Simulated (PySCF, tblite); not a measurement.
# C7H8NS radical: geometry, infrared bands and EPR parameters

Aim: predict the infrared bands and EPR parameters of C7H8NS radical (`C/[C]=C\c1nc(C)cs1`).

Programs: tblite 0.8.0 and PySCF 2.14.0, with density-fitted response routines of our own. Each step states its level of theory. These are calculated values for one molecule in the gas phase, unless marked as measured. Atoms are numbered from 0 throughout.

**1. The molecule as given**

17 atoms, charge 0, multiplicity 2; geometry from: force field or distance geometry start.

Bonds of the start (Å): C0–C1 1.48, C1–C2 1.29, C2–C3 1.43, C3–N4 1.33, N4–C5 1.39, C5–C6 1.48, C5–C7 1.38, C7–S8 1.70, S8–C3 1.72, C0–H9 1.09, C0–H10 1.09, C0–H11 1.10, C2–H12 1.08, C6–H13 1.10, C6–H14 1.09, C6–H15 1.10, C7–H16 1.08.

**2. Relaxing the molecule with GFN2-xTB**

The job: settings as JSON, then the geometry in Å.

```
{"job": {"kind": "relax", "xc": "GFN2-xTB", "basis": "xTB"}, "charge": 0, "multiplicity": 2}
C      3.357200    -0.810400    -0.308300
C      2.404900     0.302800    -0.134400
C      1.556300     1.256500     0.040600
C      0.145500     1.021900     0.092200
N     -0.466200    -0.155000     0.018800
C     -1.843000    -0.011400     0.113300
C     -2.681700    -1.225500     0.032400
C     -2.263700     1.292400     0.291400
S     -0.928300     2.350600     0.319500
H      4.041200    -0.869900     0.538100
H      3.928900    -0.676600    -1.225100
H      2.812800    -1.764100    -0.376500
H      1.905800     2.279100     0.136100
H     -2.413400    -1.926400     0.834600
H     -2.534800    -1.722500    -0.922300
H     -3.748000    -0.984800     0.143900
H     -3.280500     1.655200     0.396000
```

Launch:

```console
> OMP_NUM_THREADS=1 python probes_run.py task.json out
```

One launch serves the whole session: the jobs run in the order shown.

**Question.** This job is followed by: GFN2-xTB harmonic vibrations, gas phase; UKS B3LYP, pcH-1 on C H N S, non-relativistic, mean-field spin-orbit, GIAO. Predict these results of the whole session: strongest single infrared mode (GFN2-xTB); zero-point energy (GFN2-xTB); g(iso) (B3LYP); ⟨S²⟩; largest a(iso) (averaged by class); surface potential, 1st and 99th percentile.

As calculated:

| quantity | value |
| --- | --- |
| strongest single infrared mode (GFN2-xTB) | 1721 cm⁻¹, 156 km/mol |
| zero-point energy (GFN2-xTB) | 79.7 kcal/mol |
| g(iso) (B3LYP) | 2.00227 |
| ⟨S²⟩ | 0.762 (exact 0.75) |
| largest a(iso) (averaged by class) | 13C on C1, 304.6 MHz |
| surface potential, 1st and 99th percentile | -0.95 V and 1.06 V |

The optimisation took 58 steps and gained 0.353 eV; among the close pairs (by a distance rule), C3–S8 changed most, from 1.723 to 1.764 Å. No mode is imaginary among the 45: a minimum at this level. The strongest single mode, at 1721 cm⁻¹, moves mainly C1 and C2. Unscaled tight-binding wavenumbers are off by several per cent, some by more. Its intensities can rank the bands wrongly. Most of the unpaired spin sits on C1 (1.01 e). The isotropic g lies 0.0 ppt below the free-electron value.
